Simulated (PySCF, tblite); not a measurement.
# B₂₄N₂₃H₁₉: electronic excitations, NMR shifts, part 1 of 2

What do calculations give for the electronic excitations, NMR shifts of B₂₄N₂₃H₁₉?

Programs: tblite 0.8.0 and PySCF 2.14.0, with routines of our own; each step states its level. All values are computed. Atoms count from 0.

### Step 1. The starting structure

66 atoms, charge 0, multiplicity 1; geometry from: force field, distance geometry or constructed start.

### Step 2. Geometry optimisation with GFN2-xTB

Job settings and geometry (Å):

```
{"job": {"kind": "relax", "xc": "GFN2-xTB", "basis": "xTB"}, "charge": 0, "multiplicity": 1}
B      0.004900    -2.222700    -0.001600
N     -1.258900    -1.493300    -0.006900
B     -2.506300    -2.223200     0.001000
N     -2.512200    -3.666500    -0.006200
B     -1.256700    -4.397100     0.003400
N     -0.003300    -3.671400    -0.002600
B      3.767300    -0.044200    -0.003300
N      2.514900     0.681800     0.001500
B      1.258400    -0.048000    -0.000400
N      1.252900    -1.496700     0.001600
B      2.509400    -2.222100    -0.002100
N      3.764700    -1.497900    -0.000000
B      3.763800     4.304800     0.005000
N      2.513700     5.028500    -0.002700
B      1.253500     4.309200     0.000200
N      1.253800     2.854700     0.006300
B      2.511900     2.131000     0.000900
N      3.766100     2.850700    -0.001000
B     -1.256300     4.305900     0.002500
N     -2.508700     5.030000     0.002700
B     -3.769500     4.307900     0.001500
N     -3.768100     2.855600    -0.000200
B     -2.508100     2.133700     0.006600
N     -1.259900     2.849800    -0.001500
B     -3.766700    -4.393300     0.000900
N     -3.773300    -5.846800     0.002500
B     -2.510800    -6.568600    -0.000700
N     -1.256300    -5.845300     0.001200
N      0.000600     5.029500    -0.002000
B      0.001100     2.129500     0.003400
B      1.259300    -4.395300    -0.001100
N      2.509600    -3.669600     0.000200
N     -0.001000     0.679200    -0.001900
B      3.769300    -4.397200     0.003700
N      1.256900    -5.844100    -0.003300
B      2.512000    -6.568700    -0.002900
N      3.766400    -5.845800    -0.004100
B      2.512400     6.481600    -0.002600
N      1.256800     7.200200    -0.000100
B     -0.004800     6.482500     0.001200
B     -1.255800    -0.048200     0.003800
N     -2.505600     0.673500     0.003700
B      0.004900    -6.569900    -0.003600
B     -3.764600    -0.046400    -0.001800
N     -3.770900    -1.494200     0.002400
N     -1.257600     7.205700    -0.003400
B     -2.509100     6.479200    -0.000600
H      4.780200     0.541700     0.002300
H      4.669500    -2.015500     0.000200
H      4.782400     4.889800     0.002000
H      4.667000     2.326800     0.003100
H     -4.773900     4.890400    -0.000300
H     -4.668300     2.333700     0.000100
H     -4.783900    -3.812500    -0.003000
H     -4.667200    -6.366800     0.001500
H     -2.512000    -7.737900     0.000600
H      4.787100    -3.816600    -0.001900
H      2.514200    -7.733300    -0.000700
H      4.668000    -6.366600     0.004000
H      3.523800     7.066100    -0.001000
H      1.251900     8.245000     0.001500
H      0.003900    -7.741200    -0.001900
H     -4.778800     0.539800     0.000800
H     -4.668100    -2.012400     0.001100
H     -1.250000     8.247400     0.002000
H     -3.529600     7.065900     0.001300
```

Run with:

```
OMP_NUM_THREADS=8 python large_run.py task.json out
```

This one command runs all jobs of the session in turn.

Output:

```text
step      E/eV     max force
  0   -2954.91648    1.552
  1   -2955.31200    1.057
  2   -2955.52813    0.644
  3   -2955.66395    0.575
  4   -2955.78969    0.479
  5   -2955.85318    0.347
  6   -2955.88950    0.248
  7   -2955.90218    0.150
  8   -2955.90780    0.092
  9   -2955.91197    0.084
 10   -2955.91574    0.081
 11   -2955.91830    0.074
 12   -2955.91983    0.055
 13   -2955.92091    0.051
 14   -2955.92172    0.036
 15   -2955.92220    0.034
 16   -2955.92248    0.031
 17   -2955.92273    0.025
 18   -2955.92300    0.026
 19   -2955.92320    0.018
```

Wall time 1.2 s (8 threads of Arm Neoverse V2, shared host); peak memory 0.14 GiB.

The steps of the relaxation:

```
step  energy from step 0 (eV)  largest force (eV/Å)
   0                   0.0000                1.5515
   1                  -0.3955                1.0573
   2                  -0.6117                0.6437
   3                  -0.7475                0.5751
   4                  -0.8732                0.4795
   5                  -0.9367                0.3464
   6                  -0.9730                0.2482
   7                  -0.9857                0.1499
   8                  -0.9913                0.0920
   9                  -0.9955                0.0836
  10                  -0.9993                0.0813
  11                  -1.0018                0.0736
  12                  -1.0033                0.0554
  13                  -1.0044                0.0510
  14                  -1.0052                0.0360
  15                  -1.0057                0.0344
  16                  -1.0060                0.0306
  17                  -1.0062                0.0244
  18                  -1.0065                0.0260
  19                  -1.0067                0.0185
```

Close pairs (by a distance rule), those that changed most:

```
   bond  before (Å)  after (Å)  change (Å)
 B6–N11       1.454      1.405      -0.049
B12–N17       1.454      1.405      -0.049
B20–N21       1.452      1.405      -0.047
N25–B26       1.454      1.411      -0.043
B43–N44       1.448      1.405      -0.043
B24–N25       1.454      1.415      -0.039
N45–B46       1.447      1.408      -0.039
B37–N38       1.447      1.408      -0.038
```

The final coordinates are the input of the step that follows.

### Step 3. Electronic excitations: TDDFT CAM-B3LYP/def2-SVP

Job settings and geometry (Å):

```
{"job": {"kind": "uv", "basis": "def2-SVP", "grid": 1, "kgrid": 0, "vcut": 1.5, "nstates": 6, "ntriplets": 2, "tda": false, "delta": ["ip_vertical"], "pop": true, "xc": "CAM-B3LYP"}, "charge": 0, "multiplicity": 1}
B      0.000279    -2.207420    -0.000831
N     -1.241628    -1.485908    -0.000464
B     -2.477144    -2.212881    -0.000342
N     -2.501929    -3.664662    -0.000973
B     -1.244830    -4.374779    -0.001150
N      0.000334    -3.652481    -0.001472
B      3.723891    -0.052585     0.000446
N      2.499364     0.682288     0.000837
B      1.247137    -0.038751     0.000182
N      1.242138    -1.485855    -0.000636
B      2.477567    -2.212976    -0.000802
N      3.681666    -1.456548    -0.000325
B      3.726291     4.303787     0.001150
N      2.491628     5.028248     0.000443
B      1.247893     4.290783     0.000868
N      1.241786     2.848739     0.001038
B      2.482418     2.131624     0.001213
N      3.684822     2.899133     0.001875
B     -1.247468     4.290847     0.001213
N     -2.491147     5.028435     0.000897
B     -3.725790     4.303932     0.000924
N     -3.684486     2.899218     0.001262
B     -2.482173     2.131651     0.001373
N     -1.241547     2.848796     0.001451
B     -3.722481    -4.404049    -0.000833
N     -3.676651    -5.817832     0.000546
B     -2.470141    -6.549113     0.000447
N     -1.239186    -5.822730    -0.001105
N      0.000226     5.003952     0.000690
B      0.000083     2.125005     0.001314
B      1.245491    -4.374727    -0.001376
N      2.502583    -3.664704    -0.001010
N      0.000108     0.681119     0.000881
B      3.723127    -4.404067    -0.000492
N      1.239917    -5.822660    -0.001697
B      2.470825    -6.549145    -0.001129
N      3.677334    -5.817841     0.000052
B      2.482960     6.460220    -0.000230
N      1.245675     7.132975    -0.000144
B      0.000244     6.435708     0.000211
B     -1.246871    -0.038790     0.000571
N     -2.499068     0.682378     0.000921
B      0.000382    -6.526241    -0.001691
B     -3.723484    -0.052509     0.001322
N     -3.681253    -1.456465     0.000281
N     -1.245178     7.132992     0.000265
B     -2.482505     6.460416     0.000738
H      4.780379     0.462827     0.000791
H      4.551295    -1.962186    -0.000368
H      4.754987     4.868384     0.002071
H      4.555208     2.394712     0.002276
H     -4.754640     4.868628     0.000219
H     -4.554921     2.394867     0.001084
H     -4.782022    -3.893682    -0.002096
H     -4.548602    -6.324001     0.001547
H     -2.487965    -7.721097     0.001064
H      4.782579    -3.893615     0.000149
H      2.488751    -7.721213    -0.001630
H      4.549306    -6.323929     0.000753
H      3.486160     7.069788    -0.001283
H      1.232666     8.141458    -0.000297
H      0.000233    -7.697976    -0.002340
H     -4.779867     0.462730     0.001338
H     -4.550818    -1.962253     0.000677
H     -1.232103     8.141460    -0.000049
H     -3.485569     7.070019     0.000713
```

With the program's defaults for keys left out, this is: TDDFT CAM-B3LYP/def2-SVP, vertical, gas phase, core orbitals frozen in the response, virtual orbitals cut by energy.

Output:

```text
start: PBE on a coarse grid of 57934 points
cycle   1  E = -1865.0221841082  dE =  8.040e+00  |g| = 1.658e+00  |ddm| = 1.108e+01
cycle   2  E = -1863.9495574849  dE =  1.073e+00  |g| = 2.728e+00  |ddm| = 4.123e+00
cycle   3  E = -1865.6424828770  dE = -1.693e+00  |g| = 2.362e-01  |ddm| = 2.606e+00
cycle   4  E = -1865.6559609206  dE = -1.348e-02  |g| = 9.622e-02  |ddm| = 3.338e-01
cycle   5  E = -1865.6580746666  dE = -2.114e-03  |g| = 3.025e-02  |ddm| = 1.115e-01
cycle   6  E = -1865.6582550273  dE = -1.804e-04  |g| = 1.380e-02  |ddm| = 4.033e-02
cycle   7  E = -1865.6583026607  dE = -4.763e-05  |g| = 2.987e-03  |ddm| = 1.545e-02
final grid: 256383 points
cycle   8  E = -1867.4765668972  dE = -3.633e-02  |g| = 1.484e-01  |ddm| = 5.305e-01
cycle   9  E = -1867.4780159803  dE = -1.449e-03  |g| = 1.258e-01  |ddm| = 2.045e-01
cycle  10  E = -1867.4813484209  dE = -3.332e-03  |g| = 1.686e-02  |ddm| = 1.005e-01
cycle  11  E = -1867.4814293733  dE = -8.095e-05  |g| = 4.386e-03  |ddm| = 2.134e-02
cycle  12  E = -1867.4814348940  dE = -5.521e-06  |g| = 1.335e-03  |ddm| = 5.948e-03
cycle  13  E = -1867.4814374130  dE = -2.519e-06  |g| = 4.817e-04  |ddm| = 1.766e-03
cycle  14  E = -1867.4814352990  dE =  2.114e-06  |g| = 1.150e-04  |ddm| = 7.483e-04
cycle  15  E = -1867.4814369047  dE = -1.606e-06  |g| = 3.619e-05  |ddm| = 1.897e-04
converged SCF energy = -1867.4814369047
Vertical ionisation energy (delta-SCF) = 8.6657 eV   <S^2> = 0.764

Static polarisability (au): isotropic 395.530, principal 185.060 456.495 545.036

Singlet excitations
state   eV       nm        f      main configurations
  1   6.5070    190.5   0.00243   H-1->L+2 0.22, H->L+1 0.17, H-8->L 0.10
  2   6.5718    188.7   0.98873   H->L 0.29, H-2->L 0.26, H->L+2 0.10
  3   6.6532    186.4   0.03418   H-1->L+4 0.17, H-8->L 0.10, H->L+6 0.09
  4   6.8066    182.2   0.00563   H->L+3 0.21, H-6->L 0.13, H-2->L+3 0.09
  5   6.8173    181.9   0.28254   H->L+2 0.35, H-2->L 0.10
  6   7.0091    176.9   0.06625   H-1->L+7 0.14, H-2->L+2 0.11, H-1->L+3 0.10

Triplet excitations (Tamm-Dancoff, eV): 6.1705 6.2413
```

It took 5.2 min on 8 threads of Arm Neoverse V2, shared host; peak memory 6.5 GiB.

The orbitals next to the gap, with their largest atomic shares:

```
orbital     eV                         atoms
 HOMO−4  -9.08     N28 7 %, N23 6 %, N15 6 %
 HOMO−3  -8.99   N45 10 %, N38 10 %, N31 6 %
 HOMO−2  -8.85     N28 13 %, N5 12 %, N3 7 %
 HOMO−1  -8.35  N38 12 %, N45 12 %, N19 10 %
   HOMO  -8.32    N32 15 %, N17 8 %, N21 8 %
   LUMO   0.64  B42 18 %, B33 17 %, B24 17 %
 LUMO+1   1.09  B24 14 %, B33 14 %, B26 13 %
 LUMO+2   1.24    B43 12 %, B6 12 %, B20 8 %
 LUMO+3   1.40    B6 13 %, B43 13 %, B4 10 %
```

With each of the 6 states as a Gaussian band of 0.4 eV half-width at 1/e, the curve within the window shown has maxima at 187 nm (ε 51,000) L/(mol cm). Beyond the last state computed it falls off for lack of states. The curve at chosen wavelengths:

```
 nm  ε (L/mol/cm)
170          5534
172          9148
173         11450
175         17045
176         20291
178         27425
180         34861
181         38432
183         44709
184         47196
186         50431
188         51024
189         50312
191         47065
192         44673
194         38811
196         32182
197         28817
199         22372
200         19407
202         14176
204          9969
205          8247
207          5500
208          4436
210          2818
```

Further results of this job:

```
           property  computed
  dipole moment (D)      1.71
polarisability (Å³)     58.61
 HOMO–LUMO gap (eV)      8.96
      −ε(HOMO) (eV)      8.32
```

(Continued in part 2 of 2.)
